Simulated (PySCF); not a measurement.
# C6H9FO2: fields and orbitals

For C6H9FO2, the scripts below compute its lowest excited states, see where an electron leaves and enters, probe its ring current by NICS and analyse its density (charges, bond critical points, surface potential).

Program: PySCF 2.14.0. Level of theory: levels as typed in each script, gas phase, geometry from GFN2-xTB. These are calculated values, not measurements.

### 1 The starting structure

SMILES `C=CC1(F)CCOCO1`, 18 atoms, charge 0, spin multiplicity 1.

Bond lengths: C1–C2 1.318 Å, C1–H10 1.076 Å, C1–H11 1.077 Å, C2–C3 1.504 Å, C2–H12 1.079 Å, C3–F4 1.399 Å, C3–C5 1.539 Å, C3–O9 1.388 Å, C5–C6 1.530 Å, C5–H13 1.090 Å, C5–H14 1.089 Å, C6–O7 1.416 Å, C6–H15 1.100 Å, C6–H16 1.091 Å, O7–C8 1.389 Å, C8–O9 1.410 Å, C8–H17 1.106 Å, C8–H18 1.091 Å. Angles: C2–C1–H10 121.5°, C2–C1–H11 121.6°, H10–C1–H11 117.0°, C1–C2–C3 124.0°, C1–C2–H12 122.9°, C3–C2–H12 113.2°, C2–C3–F4 109.5°, C2–C3–C5 111.7°, C2–C3–O9 108.6°, F4–C3–C5 106.9°, F4–C3–O9 108.3°, C5–C3–O9 111.8°, C3–C5–C6 108.5°, C3–C5–H13 108.0°, C3–C5–H14 109.3°, C6–C5–H13 110.0°, C6–C5–H14 111.1°, H13–C5–H14 109.8° and more.

Coordinates:

```mol
C6H9FO2
  3D, bonds by distance, orders not assigned

 18 18  0  0  0  0  0  0  0  0999 V2000
   -3.0087   -0.1198    0.0781 C   0  0
   -1.8739    0.1981    0.6686 C   0  0
   -0.5241    0.0780    0.0151 C   0  0
   -0.6768    0.0667   -1.3760 F   0  0
    0.1784   -1.2361    0.3992 C   0  0
    1.6228   -1.1793   -0.1011 C   0  0
    2.2480    0.0078    0.3514 O   0  0
    1.5644    1.1270   -0.1046 C   0  0
    0.2349    1.1879    0.3607 O   0  0
   -3.9518   -0.0277    0.5874 H   0  0
   -3.0355   -0.4736   -0.9387 H   0  0
   -1.8244    0.5714    1.6796 H   0  0
    0.1633   -1.3220    1.4860 H   0  0
   -0.3583   -2.0734   -0.0446 H   0  0
    1.6358   -1.2095   -1.2009 H   0  0
    2.2144   -2.0062    0.2937 H   0  0
    1.5672    1.1594   -1.2103 H   0  0
    2.0640    2.0075    0.3028 H   0  0
  1  2  8  0
  2  3  8  0
  3  4  8  0
  3  5  8  0
  5  6  8  0
  6  7  8  0
  7  8  8  0
  8  9  8  0
  1 10  8  0
  1 11  8  0
  2 12  8  0
  5 13  8  0
  5 14  8  0
  6 15  8  0
  6 16  8  0
  8 17  8  0
  8 18  8  0
  3  9  8  0
M  END
```

### 2 Excited states (PBE0/6-31g*)

input.py reads:

```python
import numpy as np
from pyscf import gto, scf, dft, tdscf
from pyscf.scf import atom_ks, atom_hf
from scipy.linalg import block_diag

def solve(mol, dm0=None, hcore=None):
    mf = (dft.UKS if mol.spin else dft.RKS)(mol, xc='pbe0')
    mf.grids.level = 3
    mf = mf.density_fit(auxbasis='def2-universal-jkfit')
    mf.conv_tol, mf.max_cycle = 1e-8, 80
    if hcore is not None:
        mf.get_hcore = lambda *args: hcore
    mf.kernel(dm0)
    if not mf.converged:
        mf = mf.newton().run(mf.mo_coeff, mf.mo_occ, max_cycle=30)
    assert mf.converged, 'SCF not converged'
    return mf

mol = gto.M(atom='''
C     -3.00867    -0.11985     0.07814
C     -1.87389     0.19814     0.66865
C     -0.52410     0.07804     0.01512
F     -0.67678     0.06674    -1.37597
C      0.17841    -1.23613     0.39916
C      1.62280    -1.17927    -0.10110
O      2.24796     0.00777     0.35142
C      1.56439     1.12701    -0.10464
O      0.23488     1.18793     0.36068
H     -3.95181    -0.02768     0.58740
H     -3.03547    -0.47361    -0.93869
H     -1.82437     0.57141     1.67956
H      0.16326    -1.32201     1.48595
H     -0.35829    -2.07336    -0.04458
H      1.63583    -1.20950    -1.20090
H      2.21440    -2.00617     0.29371
H      1.56715     1.15944    -1.21030
H      2.06397     2.00751     0.30278
''', basis='6-31g*', charge=0, spin=0, verbose=4)
mf = solve(mol)
td = mf.TDA()
td.nstates, td.singlet, td.conv_tol = 6, True, 1e-5
td.kernel()
td.analyze()
x, y = np.array([p[0] for p in td.xy]), np.array([p[1] + 0 * p[0] for p in td.xy])
f, mu = td.oscillator_strength(), td.transition_dipole()
nto = [td.get_nto(state=i + 1, verbose=4) for i in range(len(td.e))]
# spherically averaged free atoms, for the promolecule
atm = atom_ks.get_atm_nrks(mol, xc='pbe0')
pro = block_diag(*[(atm[a[0]][2] * atm[a[0]][3]) @ atm[a[0]][2].T for a in mol._atom])
np.savez('result.npz', e=td.e, f=f, ok=td.converged, w=[n[0] for n in nto], nto=[n[1] for n in nto], x=x, y=y, c=mf.mo_coeff, occ=mf.mo_occ, eps=mf.mo_energy, pro=pro, mu=mu)
```

Run with:

```bash
$ OMP_NUM_THREADS=1 python input.py
```

### 4 Removing and adding an electron (PBE/6-31g*)

input.py reads:

```python
import numpy as np
from pyscf import gto, scf, dft
from pyscf.scf import atom_ks, atom_hf
from scipy.linalg import block_diag

def solve(mol, dm0=None, hcore=None):
    mf = (dft.UKS if mol.spin else dft.RKS)(mol, xc='pbe')
    mf.grids.level = 3
    mf = mf.density_fit(auxbasis='def2-universal-jkfit')
    mf.conv_tol, mf.max_cycle = 1e-8, 80
    if hcore is not None:
        mf.get_hcore = lambda *args: hcore
    mf.kernel(dm0)
    if not mf.converged:
        mf = mf.newton().run(mf.mo_coeff, mf.mo_occ, max_cycle=30)
    assert mf.converged, 'SCF not converged'
    return mf

mol = gto.M(atom='''
C     -3.00867    -0.11985     0.07814
C     -1.87389     0.19814     0.66865
C     -0.52410     0.07804     0.01512
F     -0.67678     0.06674    -1.37597
C      0.17841    -1.23613     0.39916
C      1.62280    -1.17927    -0.10110
O      2.24796     0.00777     0.35142
C      1.56439     1.12701    -0.10464
O      0.23488     1.18793     0.36068
H     -3.95181    -0.02768     0.58740
H     -3.03547    -0.47361    -0.93869
H     -1.82437     0.57141     1.67956
H      0.16326    -1.32201     1.48595
H     -0.35829    -2.07336    -0.04458
H      1.63583    -1.20950    -1.20090
H      2.21440    -2.00617     0.29371
H      1.56715     1.15944    -1.21030
H      2.06397     2.00751     0.30278
''', basis='6-31g*', charge=0, spin=0, verbose=4)
mf = solve(mol)
out = dict(e0=mf.e_tot, dm0=mf.make_rdm1(), c=mf.mo_coeff, occ=mf.mo_occ, eps=mf.mo_energy)
for name, dq, spin in [('cation', 1, 1), ('anion', -1, 1)]:
    ion = mol.copy().set(charge=mol.charge + dq, spin=spin).build()
    mi = solve(ion)
    if spin and dq > 0 and mol.nao < 130:
        c, _, stable, _ = mi.stability(return_status=True)
        if not stable:
            mi = solve(ion, mi.make_rdm1(c, mi.mo_occ))
    print(name, 'vertical energy change / eV', (mi.e_tot - mf.e_tot) * 27.211386)
    out.update({'e_' + name: mi.e_tot, 'dm_' + name: mi.make_rdm1(), 's2_' + name: mi.spin_square()[0], 'eps_' + name: mi.mo_energy, 'occ_' + name: mi.mo_occ})
# spherically averaged free atoms, for the promolecule
atm = atom_ks.get_atm_nrks(mol, xc='pbe')
pro = block_diag(*[(atm[a[0]][2] * atm[a[0]][3]) @ atm[a[0]][2].T for a in mol._atom])
np.savez('result.npz', pro=pro, **out)
```

### 6 Ring currents (HF/6-31g*)

input.py reads:

```python
import numpy as np
from pyscf import gto, scf, dft
from pyscf.prop import nmr
from pyscf.data import nist

def solve(mol, dm0=None, hcore=None):
    mf = scf.UHF(mol) if mol.spin else scf.RHF(mol)
    mf.conv_tol, mf.max_cycle = 1e-8, 80
    if hcore is not None:
        mf.get_hcore = lambda *args: hcore
    mf.kernel(dm0)
    if not mf.converged:
        mf = mf.newton().run(mf.mo_coeff, mf.mo_occ, max_cycle=30)
    assert mf.converged, 'SCF not converged'
    return mf

mol = gto.M(atom='''
C     -3.00867    -0.11985     0.07814
C     -1.87389     0.19814     0.66865
C     -0.52410     0.07804     0.01512
F     -0.67678     0.06674    -1.37597
C      0.17841    -1.23613     0.39916
C      1.62280    -1.17927    -0.10110
O      2.24796     0.00777     0.35142
C      1.56439     1.12701    -0.10464
O      0.23488     1.18793     0.36068
H     -3.95181    -0.02768     0.58740
H     -3.03547    -0.47361    -0.93869
H     -1.82437     0.57141     1.67956
H      0.16326    -1.32201     1.48595
H     -0.35829    -2.07336    -0.04458
H      1.63583    -1.20950    -1.20090
H      2.21440    -2.00617     0.29371
H      1.56715     1.15944    -1.21030
H      2.06397     2.00751     0.30278
''', basis='6-31g*', charge=0, spin=0, verbose=4)
mf = solve(mol)
calc = nmr.RHF(mf)
calc.cphf = True
nuclei = calc.kernel()
mo1 = calc.mo10
# ring centres and points 1 angstrom above and below them
points = np.array([
    [0.8874, -0.0024, 0.1534],
    [0.9253, 0.0091, 1.1527],
    [0.8495, -0.0140, -0.8458],
]) / nist.BOHR
mol.atom_coord = lambda i, unit='Bohr': points[i]
idx = range(len(points))
sigma = (calc.dia(shielding_nuc=idx) + calc.para(mo10=mo1, shielding_nuc=idx)[0]) * nist.ALPHA**2 * 1e6
for p, t in zip(points, sigma):
    print('NICS at %8.4f %8.4f %8.4f  %8.2f ppm' % (*(p * nist.BOHR), -t.trace() / 3))
occ = mf.mo_coeff[:, mf.mo_occ > 0]
dm1 = np.array([mf.mo_coeff @ (2 * x) @ occ.T for x in mo1])
np.savez('result.npz', sigma=sigma, nuclei=nuclei, dm0=mf.make_rdm1(), dm1=dm1, e=mf.e_tot, eps=mf.mo_energy, occ=mf.mo_occ)
```

### 8 Density, bond paths and surface potential (TPSSh/6-31+g*)

input.py reads:

```python
import numpy as np
from pyscf import gto, scf, dft
from pyscf.scf import atom_ks, atom_hf
from scipy.linalg import block_diag

def solve(mol, dm0=None, hcore=None):
    mf = (dft.UKS if mol.spin else dft.RKS)(mol, xc='tpssh')
    mf.grids.level = 3
    mf = mf.density_fit(auxbasis='def2-universal-jkfit')
    mf.conv_tol, mf.max_cycle = 1e-8, 80
    if hcore is not None:
        mf.get_hcore = lambda *args: hcore
    mf.kernel(dm0)
    if not mf.converged:
        mf = mf.newton().run(mf.mo_coeff, mf.mo_occ, max_cycle=30)
    assert mf.converged, 'SCF not converged'
    return mf

mol = gto.M(atom='''
C     -3.00867    -0.11985     0.07814
C     -1.87389     0.19814     0.66865
C     -0.52410     0.07804     0.01512
F     -0.67678     0.06674    -1.37597
C      0.17841    -1.23613     0.39916
C      1.62280    -1.17927    -0.10110
O      2.24796     0.00777     0.35142
C      1.56439     1.12701    -0.10464
O      0.23488     1.18793     0.36068
H     -3.95181    -0.02768     0.58740
H     -3.03547    -0.47361    -0.93869
H     -1.82437     0.57141     1.67956
H      0.16326    -1.32201     1.48595
H     -0.35829    -2.07336    -0.04458
H      1.63583    -1.20950    -1.20090
H      2.21440    -2.00617     0.29371
H      1.56715     1.15944    -1.21030
H      2.06397     2.00751     0.30278
''', basis='6-31+g*', charge=0, spin=0, verbose=4)
mf = solve(mol)
mf.analyze()
# spherically averaged free atoms, for the promolecule
atm = atom_ks.get_atm_nrks(mol, xc='tpssh')
pro = block_diag(*[(atm[a[0]][2] * atm[a[0]][3]) @ atm[a[0]][2].T for a in mol._atom])
np.savez('result.npz', e=mf.e_tot, c=mf.mo_coeff, occ=mf.mo_occ, eps=mf.mo_energy, pro=pro, dip=mf.dip_moment(verbose=0), s2=mf.spin_square()[0])
```

(Steps that only read results are left out.)

Q: Predict the outcome of this session. Wanted: lowest singlet excitation; vertical ionisation energy; vertical electron affinity; NICS(1)zz, 6-membered ring C3/C5/C6/O7/C8/O9; dipole moment; HOMO, LUMO.

**Answer**, as computed:

```
                                                quantity            value
                 lowest singlet excitation (PBE0/6-31g*)          6.85 eV
                 vertical ionisation energy (PBE/6-31g*)          8.82 eV
                 vertical electron affinity (PBE/6-31g*)         -2.41 eV
NICS(1)zz, 6-membered ring C3/C5/C6/O7/C8/O9 (HF/6-31g*)         +2.9 ppm
                           dipole moment (TPSSh/6-31+g*)           1.55 D
                              HOMO, LUMO (TPSSh/6-31+g*)  -6.99, -0.59 eV
```

**Reading.** The ionisation energy from two SCF runs, 8.82 eV, lies 2.9 eV above −ε(HOMO) = 5.91 eV of the same level, PBE/6-31g*, since self-interaction lifts this functional's HOMO. The 6-membered ring C3/C5/C6/O7/C8/O9 is neither clearly shielded nor deshielded above its centre; in such a ring the values come largely from σ bonds and don't measure π aromaticity. At TPSSh/6-31+g*: The highest Hirshfeld charge is on C3 (+0.15 e), the lowest on O7 (−0.17 e). The geometry was not optimised at these levels.
